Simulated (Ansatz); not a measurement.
**C2H6BClO2: small, medium and large basis sets**

Aim: see how fast density functionals converge with the basis set for C2H6BClO2.

Program: Ansatz 0.2.0, Gaussian basis. Level of theory: one geometry, several basis sets. These are calculated values, not measurements.

The runs, in order: PBE0-D4/def2-SVP; ωB97M-V/def2-SVP; PBE0-D4/def2-QZVPP; ωB97M-V/def2-QZVPP; the functionals' def2-TZVPP values are taken from earlier runs.

## (1) The geometry

All runs share one geometry, relaxed beforehand with PBE0-D4 in a triple-zeta def2 set.

SMILES `COB(Cl)OC`, 12 atoms, charge 0, spin multiplicity 1.

Atoms are counted from 1 here; the program's logs count them from 0.

Bond lengths: C1–O2 1.414 Å, C1–H7 1.092 Å, C1–H8 1.090 Å, C1–H9 1.092 Å, O2–B3 1.350 Å, B3–Cl4 1.773 Å, B3–O5 1.346 Å, O5–C6 1.417 Å, C6–H10 1.089 Å, C6–H11 1.092 Å, C6–H12 1.093 Å. Angles: O2–C1–H7 111.0°, O2–C1–H8 107.3°, O2–C1–H9 111.0°, H7–C1–H8 109.4°, H7–C1–H9 108.8°, H8–C1–H9 109.4°, C1–O2–B3 123.5°, O2–B3–Cl4 121.7°, O2–B3–O5 121.0°, Cl4–B3–O5 117.2°, B3–O5–C6 120.1°, O5–C6–H10 107.3°, O5–C6–H11 111.0°, O5–C6–H12 111.0°, H10–C6–H11 109.4°, H10–C6–H12 109.4°, H11–C6–H12 108.7°.

## (2) PBE0-D4 in def2-SVP

The input, in.yaml:

```yaml
crystal:
  periodic: [false, false, false]
  atoms:
    - {symbol: C, position_ang: [-0.240956, 1.847649, 0.881516]}
    - {symbol: O, position_ang: [-0.153698, 0.511677, 0.426220]}
    - {symbol: B, position_ang: [0.410556, 0.159312, -0.748635]}
    - {symbol: Cl, position_ang: [1.107120, 1.363998, -1.847679]}
    - {symbol: O, position_ang: [0.466084, -1.129537, -1.132491]}
    - {symbol: C, position_ang: [-0.072887, -2.142308, -0.300827]}
    - {symbol: H, position_ang: [0.751237, 2.291937, 0.985780]}
    - {symbol: H, position_ang: [-0.731523, 1.826331, 1.854142]}
    - {symbol: H, position_ang: [-0.828659, 2.458390, 0.192743]}
    - {symbol: H, position_ang: [0.092124, -3.094608, -0.803084]}
    - {symbol: H, position_ang: [0.421737, -2.154424, 0.673191]}
    - {symbol: H, position_ang: [-1.144236, -1.993616, -0.146873]}
basis:
  gaussian: {orbitals: def2-SVP}
hamiltonian: {xc: pbe0, dispersion: d4}
output: {orbitals: {seedname: orbitals}}
```

Run with:

```
$ ansatz run in.yaml --threads 4 --pin off --events-out ev --progress --plain --max-ram 10444MiB
```

After this run come: ωB97M-V in def2-SVP; PBE0-D4 in def2-QZVPP; ωB97M-V in def2-QZVPP.

**Question.** What will the summary of the whole plan be? Wanted: PBE0-D4: double and triple zeta above quadruple; ωB97M-V: double and triple zeta above quadruple.

**Answer**, as computed:

| quantity | value |
| --- | --- |
| PBE0-D4: double and triple zeta above quadruple | 12.94, 0.76 eV |
| ωB97M-V: double and triple zeta above quadruple | 13.12, 0.73 eV |

What this shows: PBE0-D4 gains 12.18 eV from double to triple zeta, then 0.76 eV more. Total energies overstate the basis error of differences, where much of it tends to cancel. The LUMO of ωB97M-V is positive and keeps falling with the basis (3.34 to 1.66 eV): an unbound level that the basis holds in place.
